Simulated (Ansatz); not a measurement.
# InSe: the cost of one run

Program: Ansatz 0.2.0. Level of theory: DFT PBE, scalar-relativistic, plane waves, PAW. These are calculated values, not measurements.

## (1) The structure to begin with

It takes space group P6_3/mmc (No. 194, hexagonal). Conventional cell: a = 4.050 Å, b = 4.050 Å, c = 16.930 Å, α = 90.00°, β = 90.00°, γ = 120.00°. Around In (site symmetry 3m) lie 3 Se at 2.52 Å. Se (site symmetry 3m) is surrounded by 3 In at 2.52 Å.

Structure file:

```
CELL_PARAMETERS angstrom
8.10000 0.00000 0.00000
-4.05000 7.01481 0.00000
0.00000 0.00000 16.93000
ATOMIC_POSITIONS crystal
In 0.16667 0.33333 0.15700
In 0.16667 0.83333 0.15700
In 0.66667 0.33333 0.15700
In 0.66667 0.83333 0.15700
In 0.33333 0.16667 0.65700
In 0.33333 0.66667 0.65700
In 0.83333 0.16667 0.65700
In 0.83333 0.66667 0.65700
In 0.16667 0.33333 0.34300
In 0.16667 0.83333 0.34300
In 0.66667 0.33333 0.34300
In 0.66667 0.83333 0.34300
In 0.33333 0.16667 0.84300
In 0.33333 0.66667 0.84300
In 0.83333 0.16667 0.84300
In 0.83333 0.66667 0.84300
Se 0.16667 0.33333 0.60200
Se 0.16667 0.83333 0.60200
Se 0.66667 0.33333 0.60200
Se 0.66667 0.83333 0.60200
Se 0.33333 0.16667 0.10200
Se 0.33333 0.66667 0.10200
Se 0.83333 0.16667 0.10200
Se 0.83333 0.66667 0.10200
Se 0.16667 0.33333 0.89800
Se 0.16667 0.83333 0.89800
Se 0.66667 0.33333 0.89800
Se 0.66667 0.83333 0.89800
Se 0.33333 0.16667 0.39800
Se 0.33333 0.66667 0.39800
Se 0.83333 0.16667 0.39800
Se 0.83333 0.66667 0.39800
```

The runs take a perfect supercell of 32 atoms; the defect goes to fractional position (0.167, 0.333, 0.157).

## (2) The perfect supercell

input.yaml reads:

```yaml
crystal:
  lattice:
    - [8.1, 0.0, 0.0]
    - [-4.05, 7.014806, 0.0]
    - [0.0, 0.0, 16.93]
  atoms:
    - { symbol: In, position: [0.166667, 0.333333, 0.157] }
    - { symbol: In, position: [0.166667, 0.833333, 0.157] }
    - { symbol: In, position: [0.666667, 0.333333, 0.157] }
    - { symbol: In, position: [0.666667, 0.833333, 0.157] }
    - { symbol: In, position: [0.333333, 0.166667, 0.657] }
    - { symbol: In, position: [0.333333, 0.666667, 0.657] }
    - { symbol: In, position: [0.833333, 0.166667, 0.657] }
    - { symbol: In, position: [0.833333, 0.666667, 0.657] }
    - { symbol: In, position: [0.166667, 0.333333, 0.343] }
    - { symbol: In, position: [0.166667, 0.833333, 0.343] }
    - { symbol: In, position: [0.666667, 0.333333, 0.343] }
    - { symbol: In, position: [0.666667, 0.833333, 0.343] }
    - { symbol: In, position: [0.333333, 0.166667, 0.843] }
    - { symbol: In, position: [0.333333, 0.666667, 0.843] }
    - { symbol: In, position: [0.833333, 0.166667, 0.843] }
    - { symbol: In, position: [0.833333, 0.666667, 0.843] }
    - { symbol: Se, position: [0.166667, 0.333333, 0.602] }
    - { symbol: Se, position: [0.166667, 0.833333, 0.602] }
    - { symbol: Se, position: [0.666667, 0.333333, 0.602] }
    - { symbol: Se, position: [0.666667, 0.833333, 0.602] }
    - { symbol: Se, position: [0.333333, 0.166667, 0.102] }
    - { symbol: Se, position: [0.333333, 0.666667, 0.102] }
    - { symbol: Se, position: [0.833333, 0.166667, 0.102] }
    - { symbol: Se, position: [0.833333, 0.666667, 0.102] }
    - { symbol: Se, position: [0.166667, 0.333333, 0.898] }
    - { symbol: Se, position: [0.166667, 0.833333, 0.898] }
    - { symbol: Se, position: [0.666667, 0.333333, 0.898] }
    - { symbol: Se, position: [0.666667, 0.833333, 0.898] }
    - { symbol: Se, position: [0.333333, 0.166667, 0.398] }
    - { symbol: Se, position: [0.333333, 0.666667, 0.398] }
    - { symbol: Se, position: [0.833333, 0.166667, 0.398] }
    - { symbol: Se, position: [0.833333, 0.666667, 0.398] }
basis:
  ecutwfc: 420
  fft_grid_basis: typed
kpoints:
  mp_grid: { grid: [3, 3, 1] }
hamiltonian:
  xc: pbe
  pseudopotentials: { kind: paw }
scf:
  occupations: { method: gaussian, width: 0.05 }
output:
  forces: true
  stress: false
  eigenvalues: true
  bader: false
  write_density: true
  volumetric_format: npy
```

Command:

```console
> ansatz run input.yaml --threads 4 --pin off --max-ram 10240MiB --backend cpu --events-out ev --progress --plain --runs-dir out
```

**Question.** How long does this run take on 4 threads of Intel Xeon 6975P-C (Granite Rapids), shared host, and how much memory does it need?

About 7.9 s, with a peak of 3.7 GiB.
